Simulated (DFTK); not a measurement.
# Pb (C2/m) in DFTK: reference runs

How does Pb come out in PBEsol? The cell is run as given.

Everything below comes from runs of DFTK 0.8.2. Logs are shortened: lines on timing, memory, paths and dates and some standing lists are left out, and cuts for length are marked.

**1. Starting point**

Symmetry: C2/m, No. 12, monoclinic system. Conventional cell: a = 6.077 Å, b = 3.501 Å, c = 6.452 Å, α = 90.00°, β = 109.14°, γ = 90.00°. Pb (site symmetry m) is surrounded by 10 Pb at 3.34 to 3.51 Å.

This isn't the form of Pb at room conditions, which is fcc.

**2. Single point, PBEsol**

Input file run.jl:

```julia
using DFTK
using PseudoPotentialData
using Unitful, UnitfulAtomic
using LinearAlgebra, Printf
include("save.jl")
disable_threading()

# lattice vectors are the columns
lattice = austrip(1u"Å") * [  3.0386068135   3.0386068135  -2.1154626375;
              -1.75031996     1.75031996            0.0;
                      0.0            0.0   6.0952248674]
symbols   = [:Pb, :Pb]
positions = [[0.90850841, 0.90850841, 0.7262922],
             [0.09149159, 0.09149159, 0.2737078]]
pseudopotentials = PseudoFamily("dojo.nc.sr.pbesol.v0_4_1.standard.upf")
elements = Dict(s => ElementPsp(s, pseudopotentials) for s in unique(symbols))
atoms    = [elements[s] for s in symbols]

build_model(lattice, positions; symmetries=true) =
    model_DFT(lattice, atoms, positions;
              functionals=PBEsol(),
              temperature=austrip(0.05u"eV"),
              smearing=Smearing.FermiDirac(),
              symmetries)
Ecut  = 34.0  # hartree
kgrid = [9, 9, 5]
tol   = 1e-6
to_GPa = ustrip(uconvert(u"GPa", 1u"hartree/bohr^3"))

model = build_model(lattice, positions)
basis = PlaneWaveBasis(model; Ecut, kgrid)
display(basis)
scfres = self_consistent_field(basis;
                               tol,
                               nbandsalg=AdaptiveBands(model; n_bands_converge=19))
display(scfres.energies)
@printf "Fermi level: %.6f eV\n" ustrip(auconvert(u"eV", something(scfres.εF, NaN)))
forces = compute_forces_cart(scfres)
println("Forces (eV/Å)")
for (s, f) in zip(symbols, forces)
    @printf "%-3s %12.6f %12.6f %12.6f\n" s ustrip.(auconvert.(u"eV/Å", f))...
end
stress = compute_stresses_cart(scfres)
println("Stress (GPa)")
display(round.(stress * to_GPa; digits=4))
println("Levels at the first k-point (eV): ", round.(ustrip.(auconvert.(u"eV", scfres.eigenvalues[1][1:scfres.n_bands_converge])); digits=4))
save_scf!(scfres; forces, stress)
```

Potentials or basis: dojo.nc.sr.pbesol.v0_4_1.standard.upf (PBEsol).

Run with:

```
$ julia --threads=1 run.jl  # save.jl only writes the numbers to a file and isn't shown; printed stress counts tension as positive; times include loading and compiling
```

Log:

```text
PlaneWaveBasis discretization:

    Ecut                 : 34.0 Ha
    fft_size             : (40, 40, 72), 115200 total points
    kgrid                : MonkhorstPack([9, 9, 5])
    num.   red. kpoints  : 405
    num. irred. kpoints  : 115

    Discretized Model(gga_x_pbe_sol+gga_c_pbe_sol, 3D):
        lattice (in Bohr)    : [5.74213   , 5.74213   , -3.99765  ]
                               [-3.30763  , 3.30763   , 0         ]
                               [0         , 0         , 11.5183   ]
        unit cell volume     : 437.53 Bohr³

        atoms                : Pb₂
        pseudopot. family    : PseudoFamily("dojo.nc.sr.pbesol.v0_4_1.standard.upf")

        num. electrons       : 28
        spin polarization    : none
        temperature          : 0.0018375 Ha
        smearing             : DFTK.Smearing.FermiDirac()

        terms                : Kinetic()
                               AtomicLocal()
                               AtomicNonlocal()
                               Ewald(nothing)
                               PspCorrection()
                               Hartree()
                               Xc(gga_x_pbe_sol, gga_c_pbe_sol)
                               Entropy()
n     Energy            log10(ΔE)   log10(Δρ)   Diag   Δtime
---   ---------------   ---------   ---------   ----   ------
  1   -140.5291949756                   -1.23    4.3    33.7s
  2   -140.5335563622       -2.36       -1.71    1.0    15.4s
  3   -140.5338132120       -3.59       -2.04    1.8    19.6s
  4   -140.5338382701       -4.60       -2.83    1.5    18.1s
  5   -140.5338441530       -5.23       -3.27    2.7    23.1s
  6   -140.5338442170       -7.19       -3.62    1.5    18.0s
  7   -140.5338442290       -7.92       -4.41    1.3    18.7s
  8   -140.5338442303       -8.88       -5.00    2.7    22.1s
  9   -140.5338442304      -10.00       -5.77    2.0    17.5s
 10   -140.5338442304      -11.31       -6.23    2.6    21.2s
Energy breakdown (in Ha):
    Kinetic             68.9012232
    AtomicLocal         -81.3611947
    AtomicNonlocal      -28.6389998
    Ewald               -92.8469194
    PspCorrection       5.6734293
    Hartree             27.3437249
    Xc                  -39.6048131
    Entropy             -0.0002947

    total               -140.533844230432
Fermi level: 4.655088 eV
Forces (eV/Å)
Pb      0.027025    -0.000000    -0.127096
Pb     -0.027025     0.000000     0.127096
Stress (GPa)
3×3 StaticArraysCore.SMatrix{3, 3, Float64, 9} with indices SOneTo(3)×SOneTo(3):
  1.7152  0.0    -0.0003
  0.0     1.712   0.0
 -0.0003  0.0     1.8185
Levels at the first k-point (eV): [-12.3888, -12.2675, -12.2675, -12.2649, -12.2635, -12.2512, -12.1338, -12.1249, -12.0897, -12.0815, -6.7973, -3.7163, 0.6853, 10.9112, 11.1079, 11.1597, 11.2107, 11.3239, 13.9269]
```

It took 6.3 min on 1 thread of Intel Xeon 6975P-C (Granite Rapids), shared host; peak memory 3 GiB.

Results:

- Free energy: -3824.1207 eV
- Pressure: -1.7 GPa
- Largest force: 0.130 eV/Å
- Band gap on the k mesh: none (metal or under the smearing width)

Forces on the atoms (eV/Å):
```
Pb   0.027  0.000 -0.127
Pb  -0.027  0.000  0.127
```

Levels at points of the mesh, in eV from the Fermi level:
```tsv
k point	band 10	band 11	band 12	band 13	band 14	band 15	band 16	band 17	band 18	band 19
(0.00, 0.00, 0.00)	-16.74	-11.45	-8.37	-3.97	6.26	6.45	6.50	6.56	6.67	9.27
```

Spin-orbit coupling is left out, which matters for the levels of Pb.
